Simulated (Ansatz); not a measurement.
**GaH3 (triplet): the correlation ladder at a displaced geometry (v1), cc-pVTZ**

The task here is to estimate one member of a computed series from the others.

The runs use Ansatz 0.2.0, Gaussian basis; cc-pVTZ, core rule «outside noble gas», up to 14 orbitals frozen.

To be run: UHF; CCSD(T) on ROHF; CCSD(T) on UHF; BCCD(T) on ROHF; CCSDT(Q) on ROHF; CCSDT(Q) on UHF; CASSCF and MRCISD+Q, 6 electrons in 7 orbitals; CASSCF and NEVPT2, 6 electrons in 7 orbitals.

23 further runs of the same task are left out: 8 for a known fault of the program, 6 that didn't finish, 9 set aside as unsound or not needed. Runs told in other sessions of the task aren't counted.

## The system

The geometry is a PBE0/def2-TZVP stationary point (not a proven minimum) with its atoms shifted at random (size 0.040 Å). No spin-orbit coupling is included. The filled d shell of Ga may be among the frozen orbitals whatever the setting's name suggests.

4 atoms, charge 0, spin multiplicity 3.

Atoms are counted from 1 here; the program's logs count them from 0.

Bond lengths: Ga1–H2 1.604 Å, Ga1–H3 1.909 Å, Ga1–H4 1.947 Å. Angles: H2–Ga1–H3 101.7°, H2–Ga1–H4 100.0°, H3–Ga1–H4 27.5°.

The first run:

The input, in.yaml:

```yaml
crystal:
  periodic: [false, false, false]
  atoms:
    - {symbol: Ga, position_ang: [0.000130, 0.027624, -0.044463]}
    - {symbol: H, position_ang: [-0.000704, -1.493844, -0.551395]}
    - {symbol: H, position_ang: [0.452678, -0.177093, 1.798646]}
    - {symbol: H, position_ang: [-0.460935, -0.239907, 1.828449]}
basis:
  gaussian: {orbitals: cc-pVTZ}
magnetization: {spin_polarized: true, initial_magnetization: 2}
hamiltonian: {xc: hf}
output: {orbitals: {seedname: orbitals}}
```

Run with:

```bash
$ ansatz run in.yaml --threads 1 --pin off --events-out ev --progress --plain --max-ram 2393MiB
```

Among the steps run: UHF; CCSD(T) on ROHF; CCSD(T) on UHF; BCCD(T) on ROHF; CCSDT(Q) on ROHF; CCSDT(Q) on UHF; CASSCF and MRCISD+Q, 6 electrons in 7 orbitals; CASSCF and NEVPT2, 6 electrons in 7 orbitals.

One of the session's tables, all rows but one given; the rest of the session is left out.

| method | from UCCSDT(Q) (kcal/mol) |
| --- | --- |
| ROHF | +68.84 |
| UHF | +67.39 |
| RMP2 | +15.87 |
| UMP2 | +15.34 |
| RCCSD | ? |
| UCCSD | +1.98 |
| RCCSD(T) | +0.83 |
| UCCSD(T) | +0.45 |
| BCCD(T) | +0.82 |
| RCCSDT | +0.41 |
| UCCSDT | +0.04 |
| RCCSDT(Q) | +0.38 |
| UCCSDT(Q) | 0 |
| CASSCF valence | +40.09 |
| NEVPT2 valence | +12.35 |
| MRCISD valence | +2.24 |
| MRCISD+Q valence | +0.78 |

**Question.** Estimate the row for RCCSD.

As computed: from UCCSDT(Q) (kcal/mol): +2.40. In the column «from UCCSDT(Q) (kcal/mol)» it lies between MRCISD valence (+2.24) and NEVPT2 valence (+12.35).

Limits of these values: Restricted and unrestricted rows rest on different reference determinants; a gap between their highest levels can come from leftover correlation error, from unlike frozen cores or from another state.
